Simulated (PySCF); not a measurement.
# [FeO2]-: structure of the quartet

Aim: relax [FeO2]- as a quartet from a linear start, check by its vibrations whether the end is a minimum, and collect its spectrum and constants.

Program: PySCF 2.14.0. Level of theory: PBE, basis Fe def2-SVPD, O def2-SVPD, no relativity, density fitting. These are calculated values, not measurements.

## 1. Where the work starts

3 atoms, charge -1, spin multiplicity 4.

Bond lengths: Fe1–O2 1.660 Å, Fe1–O3 1.660 Å. Angles: O2–Fe1–O3 180.0°.

Coordinates in bohr (charge -1 multiplicity 4):
```
Fe    0.0000    0.0000    0.0000
O     0.0000    0.0000    3.1369
O     0.0000    0.0000   -3.1369
```

## 2. Relaxation: linear start, quartet

One driver script runs all steps and calls PySCF; scf.py shows how it sets up the SCF of each step. The optimiser is the driver's own. Before each start the driver seeks the lowest SCF state from one or more starting densities and follows internal instabilities, so scf.py alone need not reach the same state.

The program finds D∞h symmetry in the start, which this walk keeps.

Contents of scf.py:

```python
from pyscf import gto, scf, dft
mol = gto.M(atom='''
Fe     0.000000     0.000000     0.000000
O      0.000000     0.000000     1.660000
O      0.000000     0.000000    -1.660000''',
    basis={'Fe': 'def2-SVPD', 'O': 'def2-SVPD'},
    charge=-1, spin=3)
mf = dft.UKS(mol, xc='PBE')
mf.grids.atom_grid = (50, 194)
aux = {'Fe': 'def2-universal-JKFIT', 'O': 'def2-universal-JKFIT'}
mf = mf.density_fit(auxbasis=aux)
mf.kernel()
```

Energy and gradient, step by step:

| step | energy (Eh) | change (kJ/mol) | largest symmetric gradient (Eh/bohr) |
| --- | --- | --- | --- |
| 0 | -1413.553514 | 0.00 | 0.01134 |
| 1 | -1413.553862 | -0.91 | 0.00072 |
| 2 | -1413.553864 | -0.92 | 0.00003 |

The walk needed 2.3 s of wall time on 4 threads, shared host.

Geometry (Å) and forces (eV/Å) at some steps:

```
step 0
Fe   0.000   0.000   0.000   0.000   0.000   0.000
O    0.000   0.000   1.660   0.000   0.000   0.583
O    0.000   0.000  -1.660   0.000   0.000  -0.583
step 1
Fe   0.000   0.000   0.000   0.000   0.000   0.000
O    0.000   0.000   1.675   0.000   0.000   0.037
O    0.000   0.000  -1.675   0.000   0.000  -0.037
step 2
Fe   0.000   0.000   0.000   0.000   0.000   0.000
O    0.000   0.000   1.677   0.000   0.000   0.001
O    0.000   0.000  -1.677   0.000   0.000  -0.001
```

After 2 steps and 0.9 kJ/mol it ends at D∞h: Fe–O 1.677 Å (×2); O–Fe–O 180.0°.

## 3. Is it a minimum? Harmonic modes

The point is checked on the finer grid, and tightened if its gradient asks for it. The Hessian and the dipole derivatives come from central differences of analytic gradients, with steps of 0.01 bohr.

Changes to scf.py since step 2:

```diff
@@ -3,3 +3,3 @@
-Fe     0.000000     0.000000     0.000000
-O      0.000000     0.000000     1.660000
-O      0.000000     0.000000    -1.660000''',
+Fe     0.000000     0.000000    -0.000000
+O      0.000000     0.000000     1.676553
+O      0.000000    -0.000000    -1.676553''',
@@ -9 +9 @@
-mf.grids.atom_grid = (50, 194)
+mf.grids.atom_grid = (75, 302)
```

This SCF starts from the last density.

SCF at the final geometry:

```text
init E= -1413.55380884671
[... the frontier-level lines of each cycle are left out ...]
cycle= 1 E= -1413.55380884668  delta_E= 2.86e-11  |g|= 1.77e-05  |ddm|= 4.09e-05
cycle= 2 E= -1413.55380883881  delta_E= 7.87e-09  |g|= 0.000135  |ddm|= 0.000106
cycle= 3 E= -1413.5538088469  delta_E= -8.09e-09  |g|= 5.71e-06  |ddm|= 8.99e-05
cycle= 4 E= -1413.55380884692  delta_E= -2.07e-11  |g|= 6.87e-06  |ddm|= 1.27e-05
Extra cycle  E= -1413.55380884598  delta_E= 9.38e-10  |g|= 5.35e-05  |ddm|= 5.4e-05
converged SCF energy = -1413.55380884598  <S^2> = 3.8211835  2S+1 = 4.0354348
```

The whole step took 9.5 s.

Geometry: D∞h; Fe–O 1.677 Å (×2); O–Fe–O 180.0°.

Modes, for the most abundant isotopes:

| ω (cm⁻¹) | IR (km/mol) | μ (u) | type |
| --- | --- | --- | --- |
| 181i | 27.0 | 21.61 | bend |
| 92 | 41.0 | 21.61 | bend |
| 752 | 0.0 | 15.99 | stretch |
| 849 | 357 | 21.61 | stretch |

1 mode is imaginary, the largest at 181i cm⁻¹: a saddle point, not a minimum.

Here the density breaks the symmetry of the frame, and no labels are given; pairs that should be degenerate can split.

Constants and moments:

* Dipole moment about the centre of mass: 0.00 D
* Highest occupied level: 1.11 eV
* Lowest empty level: 1.28 eV
* Rotational constants: 0.1875 cm⁻¹
* Zero-point energy (real modes): 10.1 kJ/mol
* Principal polarisabilities: 45.3, 47.8, 84.8 bohr³
* Principal traceless quadrupole moments about the centre of mass: -20.59, 10.06, 10.53 D Å
* Spin squared ⟨S²⟩: 3.821

Populations by atom (charges in e):

```
atom  Mulliken  Löwdin  polar tensor  spin (Mulliken)  Mayer order to Fe1
 Fe1      0.90    0.86          0.83             3.00                   –
O2,3     -0.95   -0.93         -0.92             0.00                1.30
```

Outer orbital energies (eV). α occupied: -3.14, -1.55, -1.24, -1.13, -0.97, -0.55, -0.09, 1.11; empty: 1.28, 3.77, 4.13, 4.18. β occupied: -15.04, -3.14, -2.44, -1.92, -1.32, -0.85, -0.80, 0.90; empty: 1.45, 2.12, 2.40, 2.99.

Mulliken populations on Fe1: s 6.66, p 12.19, d 6.24, f 0.00.

## 4. Downhill along the imaginary mode

The atoms are moved a little along the softest imaginary mode and relaxed again.

The program finds C2v symmetry in the start, which this walk keeps. The walk stops when the largest gradient is under 0.0003 Eh/bohr and the energy has settled too.

Changes to scf.py since step 3:

```diff
@@ -3,3 +3,3 @@
-Fe     0.000000     0.000000    -0.000000
-O      0.000000     0.000000     1.676553
-O      0.000000    -0.000000    -1.676553''',
+Fe     0.057146    -0.038004    -0.000000
+O     -0.099921     0.066451     1.676553
+O     -0.099921     0.066451    -1.676553''',
@@ -9 +9 @@
-mf.grids.atom_grid = (75, 302)
+mf.grids.atom_grid = (50, 194)
```

Energy and gradient, step by step:

| step | energy (Eh) | change (kJ/mol) | largest symmetric gradient (Eh/bohr) |
| --- | --- | --- | --- |
| 0 | -1413.555183 | 0.00 | 0.00986 |
| 1 | -1413.556092 | -2.39 | 0.00736 |
| 2 | -1413.562094 | -18.15 | 0.01069 |
| 3 | -1413.563289 | -21.28 | 0.02429 |
| 4 | -1413.564794 | -25.24 | 0.00495 |
| 5 | -1413.565272 | -26.49 | 0.00525 |
| 6 | -1413.565517 | -27.13 | 0.00289 |
| 7 | -1413.565544 | -27.20 | 0.00055 |
| 8 | -1413.565545 | -27.21 | 0.00002 |

The walk took 9 s.

End point (C2v, 8 steps, 27.2 kJ/mol gained): Fe–O 1.634 Å (×2); O–Fe–O 125.8°.

## 5. Frequencies

The same treatment as at the point before.

Changes to scf.py since step 4:

```diff
@@ -3,3 +3,3 @@
-Fe     0.057146    -0.038004    -0.000000
-O     -0.099921     0.066451     1.676553
-O     -0.099921     0.066451    -1.676553''',
+Fe     0.228001    -0.151628     0.000000
+O     -0.395466     0.262997     1.452469
+O     -0.395466     0.262997    -1.452469''',
@@ -9 +9 @@
-mf.grids.atom_grid = (50, 194)
+mf.grids.atom_grid = (75, 302)
```

SCF at the final geometry:

```text
init E= -1413.56534412388
[... the frontier-level lines of each cycle are left out ...]
cycle= 1 E= -1413.56534408956  delta_E= 3.43e-08  |g|= 0.000326  |ddm|= 0.000413
cycle= 2 E= -1413.56534034277  delta_E= 3.75e-06  |g|= 0.00342  |ddm|= 0.00405
cycle= 3 E= -1413.5653441223  delta_E= -3.78e-06  |g|= 6.5e-05  |ddm|= 0.00363
cycle= 4 E= -1413.56534412403  delta_E= -1.73e-09  |g|= 2e-05  |ddm|= 6.44e-05
cycle= 5 E= -1413.56534412423  delta_E= -2e-10  |g|= 8.36e-07  |ddm|= 2.63e-05
cycle= 6 E= -1413.56534412423  delta_E= 5e-12  |g|= 5.86e-07  |ddm|= 1.03e-05
Extra cycle  E= -1413.56534412423  delta_E= -2.5e-12  |g|= 7.09e-07  |ddm|= 8.81e-06
converged SCF energy = -1413.56534412423  <S^2> = 3.7812947  2S+1 = 4.0156169
```

The whole step took 15 s.

Geometry: C2v; Fe–O 1.634 Å (×2); O–Fe–O 125.5°.

Modes, for the most abundant isotopes:

```
symmetry  ω (cm⁻¹)  IR (km/mol)  μ (u)     type
      a1       214          0.4  19.22     bend
      a1       851         69.2  17.62  stretch
      b2       901          286  20.56  stretch
```

No imaginary mode, so this is a minimum.

Constants and moments:

| Quantity | Value |
| --- | --- |
| Dipole moment about the centre of mass | 2.59 D |
| Highest occupied level | 1.08 eV |
| Lowest empty level | 1.48 eV |
| Rotational constants | 1.478, 0.2498, 0.2137 cm⁻¹ |
| Zero-point energy | 11.8 kJ/mol |
| Principal polarisabilities | 74.8, 76.4, 99.0 bohr³ |
| Principal traceless quadrupole moments about the centre of mass | -10.87, 5.42, 5.45 D Å |
| Entropy at 298.15 K and 1 bar (electronic part: spin only) | 274.4 J/(mol K) |
| Heat capacity Cp at 298.15 K | 45.3 J/(mol K) |
| Enthalpy at 298.15 K above 0 K | 11.64 kJ/mol |
| Rotational symmetry number | 2 |
| Spin squared ⟨S²⟩ | 3.781 |

Charges (e) and bond orders:

```
atom  Mulliken  Löwdin  polar tensor  spin (Mulliken)  Mayer order to Fe1
 Fe1      0.59    0.68          0.56             2.73                   –
O2,3     -0.80   -0.84         -0.78             0.14                1.33
```

Mulliken populations on Fe1: s 6.83, p 12.35, d 6.22, f 0.00.

## 6. All stationary points

| spin | group | bonds | imaginary modes (cm⁻¹) | ΔE (kJ/mol) | with zero-point energy |
| --- | --- | --- | --- | --- | --- |
| quartet | C2v | Fe–O 1.634 Å (×2) | none | 0.0 | 0.0 |
| quartet | D∞h (density of lower symmetry) | Fe–O 1.677 Å (×2) | 181i | 30.3 | – |

## 7. Results

| quantity | value |
| --- | --- |
| minimum | quartet, C2v |
| geometry | Fe–O 1.634 Å (×2); O–Fe–O 125.5° |
| wavenumbers (cm⁻¹) | 214 (a1), 851 (a1), 901 (b2) |
| dipole moment (centre of mass) | 2.59 D |
| highest occupied, lowest empty level (either spin) | 1.08, 1.48 eV |
| polar-tensor charge of Fe1 | +0.56 e |
| zero-point energy | 11.8 kJ/mol |
| entropy at 298.15 K | 274.4 J/(mol K) |
| ⟨S²⟩ | 3.781 |

What this shows: The linear start (D∞h) ends in a minimum of C2v symmetry, after a stop at a saddle point 30.3 kJ/mol higher, from which it was pushed off along an imaginary mode. In the infrared the band at 901 cm⁻¹ (b2, stretch) leads. Most of the spin sits on Fe1 (Mulliken spin 2.73, against 3 for the whole molecule). Other starts or spin states, not run here, may lie lower. A highest occupied level above zero is common for anions with such functionals; it warns that the extra electron is poorly described. One determinant may miss the lowest occupation of an open d or f shell.

The search up to here needed 47 s of wall time on 4 threads, shared host.
